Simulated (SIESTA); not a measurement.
Crystal: DyAgB4F16.

```
Dy Ag B F
1.0
     5.40539   -0.12478   -0.02960
     0.15132    6.87214    0.16225
     0.52959    1.25889    9.42097
Dy Ag B F
1 1 4 16
Direct
  0.51926 0.02752 0.47238
  0.00308 0.96247 0.98684
  0.98119 0.21513 0.31959
  0.55178 0.22688 0.79930
  0.47337 0.81347 0.22481
  0.99486 0.73882 0.66272
  0.19674 0.24063 0.39809
  0.91781 0.00730 0.35012
  0.01586 0.28058 0.17896
  0.77162 0.30239 0.38449
  0.47614 0.41013 0.81522
  0.80733 0.19785 0.81155
  0.42093 0.07423 0.88754
  0.50163 0.19842 0.64733
  0.25481 0.75420 0.17645
  0.46718 0.02640 0.22928
  0.49267 0.73816 0.37648
  0.68047 0.76644 0.14835
  0.00443 0.57478 0.60200
  0.19811 0.87672 0.59928
  0.00419 0.71679 0.80764
  0.76655 0.85071 0.62158
```

The cell was built by a generator and needn't be a form met in nature.

Program: SIESTA 5.4.2. Alike in all runs: spin collinear, ferromagnetic start; cell as given; k mesh 5 × 4 × 3; smearing fermi-dirac 0.05 eV; grid cutoff 800 Ry; energy shift 0.003 Ry.

Question: Order these runs on this cell by their band gap on the k mesh, lowest first.
A. level RPBE; potentials or basis PseudoDojo 0.4 standard with PseudoDojo 3+ lanthanides (4f in the core) (PBE files), DZP (energy shift 0.003 Ry; two zetas on semicore shells)
B. level PBE+U; potentials or basis PseudoDojo 0.4 standard with PseudoDojo 3+ lanthanides (4f in the core) (PBE files), DZP (energy shift 0.003 Ry; two zetas on semicore shells); U Ag d U = 2 eV; hubbard projector method 1; U from the first cycle yes; broadening (eV) 0.1 eV; window from (eV) -10 eV; window to (eV) 5 eV
C. level PBE+U; potentials or basis PseudoDojo 0.4 standard with PseudoDojo 3+ lanthanides (4f in the core) (PBE files), DZP (energy shift 0.003 Ry; two zetas on semicore shells); U Ag d U = 4 eV; hubbard projector method 1; U from the first cycle yes; broadening (eV) 0.1 eV; window from (eV) -10 eV; window to (eV) 5 eV
D. level PBEsol; potentials or basis PseudoDojo 0.4 standard with PseudoDojo 3+ lanthanides (4f in the core) (PBE and PBEsol files), DZP (energy shift 0.003 Ry; two zetas on semicore shells)
E. level LDA; potentials or basis PseudoDojo 0.4 standard with PseudoDojo 3+ lanthanides (4f in the core) (PBE and LDA files), DZP (energy shift 0.003 Ry; two zetas on semicore shells)

Answer: E (4.08 eV), D (4.27 eV), A (4.46 eV), B (4.95 eV), C (5.49 eV).

Caveats: the magnetic or orbital state may not be the lowest; spin-orbit coupling is left out, which moves the levels of the heavy elements; the 4f electrons are frozen in the core as for a trivalent ion, so they carry no moment and show no levels; the basis of atomic orbitals isn't converged, which shifts pressures, moduli and gaps; an odd mesh through Γ misses points on the zone boundary, where band edges often lie (some runs).

Not every run made on this cell is shown here.
